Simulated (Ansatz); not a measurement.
# CH₈BClSi₂: a ladder of functionals and wavefunction methods

An exercise on one series of results from a longer session: the logs are not shown, and one member is left open.

The runs use Ansatz 0.2.0, Gaussian basis; functionals in def2-TZVPP, the program's frozen cores in correlated methods.

The runs, in order: PBE-D4, r2SCAN-D4, PBE0-D4, B3LYP-D4, ωB97X-V, ωB97M-V, B2PLYP; CCSD(T)/def2-TZVPP; MP2/def2-QZVPP; extrapolation to the limit.

**The geometry**

All runs share one geometry, relaxed beforehand with PBE0-D4 in a triple-zeta def2 set.

13 atoms, charge 0, spin multiplicity 1.

Atoms are counted from 1 here; the program's logs count them from 0.

Bond lengths: C1–B2 1.547 Å, C1–H6 1.092 Å, C1–H7 1.105 Å, C1–H8 1.091 Å, B2–Si3 2.006 Å, B2–H9 1.202 Å, Si3–Si4 2.347 Å, Si3–Cl5 2.080 Å, Si3–H10 1.490 Å, Si4–H11 1.488 Å, Si4–H12 1.488 Å, Si4–H13 1.486 Å. Angles: B2–C1–H6 114.3°, B2–C1–H7 103.5°, B2–C1–H8 115.6°, H6–C1–H7 105.3°, H6–C1–H8 110.7°, H7–C1–H8 106.3°, C1–B2–Si3 123.9°, C1–B2–H9 119.9°, Si3–B2–H9 115.9°, B2–Si3–Si4 110.5°, B2–Si3–Cl5 112.0°, B2–Si3–H10 111.6°, Si4–Si3–Cl5 107.1°, Si4–Si3–H10 108.5°, Cl5–Si3–H10 106.9°, Si3–Si4–H11 109.9°, Si3–Si4–H12 109.7°, Si3–Si4–H13 110.3° and more.

Set-up of the first run:

The input, in.yaml:

```yaml
crystal:
  periodic: [false, false, false]
  atoms:
    - {symbol: C, position_ang: [-1.532992, -0.110409, -1.760663]}
    - {symbol: B, position_ang: [-0.426904, -0.819842, -0.945217]}
    - {symbol: Si, position_ang: [1.125319, 0.131086, -0.102741]}
    - {symbol: Si, position_ang: [0.858458, 0.236766, 2.226377]}
    - {symbol: Cl, position_ang: [1.308116, 2.086686, -0.788190]}
    - {symbol: H, position_ang: [-2.022929, -0.745357, -2.502398]}
    - {symbol: H, position_ang: [-2.309868, 0.109350, -1.005900]}
    - {symbol: H, position_ang: [-1.253188, 0.848678, -2.199306]}
    - {symbol: H, position_ang: [-0.524271, -1.991019, -0.695168]}
    - {symbol: H, position_ang: [2.414508, -0.554969, -0.399532]}
    - {symbol: H, position_ang: [0.818133, -1.138805, 2.793574]}
    - {symbol: H, position_ang: [-0.418754, 0.925810, 2.553014]}
    - {symbol: H, position_ang: [1.984773, 0.987122, 2.841052]}
basis:
  gaussian: {orbitals: def2-TZVPP}
hamiltonian: {xc: pbe, dispersion: d4}
output: {forces: true, orbitals: {seedname: orbitals}}
```

Command:

```bash
ansatz run in.yaml --threads 4 --pin off --events-out ev --progress --plain --max-ram 10444MiB
```

Among the steps run: PBE-D4 (GGA); r2SCAN-D4 (meta-GGA); PBE0-D4 (hybrid); B3LYP-D4 (hybrid); ωB97X-V (range-separated); ωB97M-V (range-separated); B2PLYP (double hybrid); CCSD(T) in def2-TZVPP; MP2 in def2-QZVPP.

One of the session's tables, all rows but one given; the rest of the session is left out.

| method | atomisation energy (kJ/mol) |
| --- | --- |
| PBE-D4 | 4304.3 |
| r2SCAN-D4 | 4311.0 |
| PBE0-D4 | 4287.2 |
| B3LYP-D4 | 4288.5 |
| ωB97X-V | 4317.1 |
| ωB97M-V | 4298.2 |
| B2PLYP | 4229.0 |
| HF/def2-TZVPP | 3318.0 |
| MP2/def2-TZVPP | 4190.3 |
| CCSD/def2-TZVPP | 4133.4 |
| CCSD(T)/def2-TZVPP | 4177.5 |
| MP2/CBS | ? |
| CCSD(T)/CBS | 4279.9 |

Estimate the missing values for MP2/CBS.

The run gave: atomisation energy (kJ/mol): 4292.8. In the column «atomisation energy (kJ/mol)» it lies between B3LYP-D4 (4288.5) and ωB97M-V (4298.2).
